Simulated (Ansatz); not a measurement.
# CH₅ClOSSi: ionisation energy by level of theory

How much energy removes an electron from CH₅ClOSSi at fixed geometry? The cation is run at each level and the neutral's energy taken from earlier runs.

Program: Ansatz 0.2.0, Gaussian basis. Level of theory: unrestricted cation, the program's frozen cores in correlated methods. These are calculated values, not measurements.

Levels to be run: UKS PBE-D4/def2-TZVPP; UKS r2SCAN-D4/def2-TZVPP; UKS PBE0-D4/def2-TZVPP; UKS B3LYP-D4/def2-TZVPP; UKS wB97X-V/def2-TZVPP; UKS wB97M-V/def2-TZVPP; UKS B2PLYP/def2-TZVPP; UHF-CCSD(T)/def2-TZVPP; UHF-MP2/def2-QZVPP; extrapolation to the limit; then −ε(HOMO) from the neutral's earlier runs with LDA (SPW92), PBE-D4, revPBE-D4, BLYP-D4, r2SCAN-D4, B97M-V, PBE0-D4, B3LYP-D4, r2SCANh-D4, r2SCAN0-D4, HSE06-D4, BHLYP-D4, CAM-B3LYP-D4, LC-ωPBE, ωB97X-V, ωB97M-V.

## Step 1: The geometry

All runs share one geometry, relaxed beforehand with PBE0-D4 in a triple-zeta def2 set.

SMILES `CO[SiH](S)Cl`, 10 atoms, charge 0, spin multiplicity 1.

Atoms are counted from 1 here; the program's logs count them from 0.

Bond lengths: C1–O2 1.414 Å, C1–H6 1.094 Å, C1–H7 1.095 Å, C1–H8 1.090 Å, O2–Si3 1.626 Å, Si3–S4 2.124 Å, Si3–Cl5 2.038 Å, Si3–H9 1.479 Å, S4–H10 1.345 Å. Angles: O2–C1–H6 111.2°, O2–C1–H7 111.2°, O2–C1–H8 107.7°, H6–C1–H7 108.9°, H6–C1–H8 109.1°, H7–C1–H8 108.7°, C1–O2–Si3 124.1°, O2–Si3–S4 112.9°, O2–Si3–Cl5 104.7°, O2–Si3–H9 112.6°, S4–Si3–Cl5 112.0°, S4–Si3–H9 105.1°, Cl5–Si3–H9 109.6°, Si3–S4–H10 93.7°.

## Step 2: Cation, UKS PBE-D4/def2-TZVPP

in.yaml

```yaml
crystal:
  periodic: [false, false, false]
  atoms:
    - {symbol: C, position_ang: [0.577171, -0.310636, -1.454582]}
    - {symbol: O, position_ang: [0.902559, 0.077070, -0.134219]}
    - {symbol: Si, position_ang: [-0.054632, -0.182075, 1.154611]}
    - {symbol: S, position_ang: [-1.992255, 0.656817, 0.927935]}
    - {symbol: Cl, position_ang: [0.954980, 0.640314, 2.722974]}
    - {symbol: H, position_ang: [-0.385331, 0.107390, -1.764575]}
    - {symbol: H, position_ang: [0.535808, -1.400678, -1.547350]}
    - {symbol: H, position_ang: [1.358669, 0.067326, -2.114052]}
    - {symbol: H, position_ang: [-0.284535, -1.619877, 1.412488]}
    - {symbol: H, position_ang: [-1.529336, 1.913149, 0.799770]}
basis:
  gaussian: {orbitals: def2-TZVPP}
total_charge: 1
magnetization: {spin_polarized: true, initial_magnetization: 1}
hamiltonian: {xc: pbe, dispersion: d4}
```

The run is started by

```console
> ansatz run in.yaml --threads 2 --pin off --events-out ev --progress --plain --max-ram 32768MiB --backend cpu
```

After this run come: Cation, UKS r2SCAN-D4/def2-TZVPP; Cation, UKS PBE0-D4/def2-TZVPP; Cation, UKS B3LYP-D4/def2-TZVPP; Cation, UKS wB97X-V/def2-TZVPP; Cation, UKS wB97M-V/def2-TZVPP; Cation, UKS B2PLYP (frozen core)/def2-TZVPP; Cation, UHF-CCSD(T)/def2-TZVPP; Cation, UHF-MP2/def2-QZVPP.

Q: Predict the results of all the runs planned. Wanted: ionisation energy, CCSD(T)/CBS; nearest functional by difference; nearest −ε(HOMO); −ε(HOMO) of PBE; T1 of the cation.

**Answer**, as computed:

| quantity | value |
| --- | --- |
| ionisation energy, CCSD(T)/CBS | 10.31 eV |
| nearest functional by difference | ωB97X-V (-0.10 eV) |
| nearest −ε(HOMO) | ωB97X-V (-0.07 eV) |
| −ε(HOMO) of PBE | 6.59 eV |
| T1 of the cation | 0.019 |

In words: Energy differences with functionals land within 0.70 eV of the reference. −ε(HOMO) of PBE misses by 3.7 eV, since self-interaction lifts the level. Among orbital estimates ωB97X-V comes nearest. Hartree-Fock falls 1.17 eV short, as the neutral has more correlation energy than the cation.
